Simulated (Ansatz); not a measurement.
TaWC2:

```xyz
4
Lattice="1.5719 0.9075 5.1016 -1.5719 0.9075 5.1016 0.0000 -1.8150 5.1016" Properties=species:S:1:pos:R:3 pbc="T T T"
W     0.0000    0.0000    0.0000
Ta    0.0000    0.0000    7.6524
C     0.0000    0.0000    3.8405
C     0.0000    0.0000   11.4644
```

The cell comes from a database or a generator and needn't be the stable form of this composition.

Base run:

```yaml
Program: Ansatz 0.2.0
Functional: PBEsol
Potentials_or_basis: all-electron LAPW, scalar-relativistic
Cutoff: 303 eV
Density_cutoff: 1214 eV
Basis_error_allowed: 0.002 eV/atom
k_mesh: 10 × 10 × 10
Occupations: fermi-dirac, width 0.05 eV
Spin: no spin polarisation
```

Its results: pressure -10.9 GPa; largest force 0.076 eV/Å.

Problem. After a change of settings the same cell gave: pressure -2.6 GPa; largest force 0.053 eV/Å. Which change was it?
A. functional from PBEsol to LDA
B. functional from PBEsol to PBE
C. basis error allowed from 0.002 eV/atom to 0.001 eV/atom
D. hubbard terms from none to Ta d U = 4 eV, W d U = 4 eV

Solution. B.

PBE binds less tightly than PBEsol, so the same cell stands under more pressure.

Not every run made on this cell is shown here.
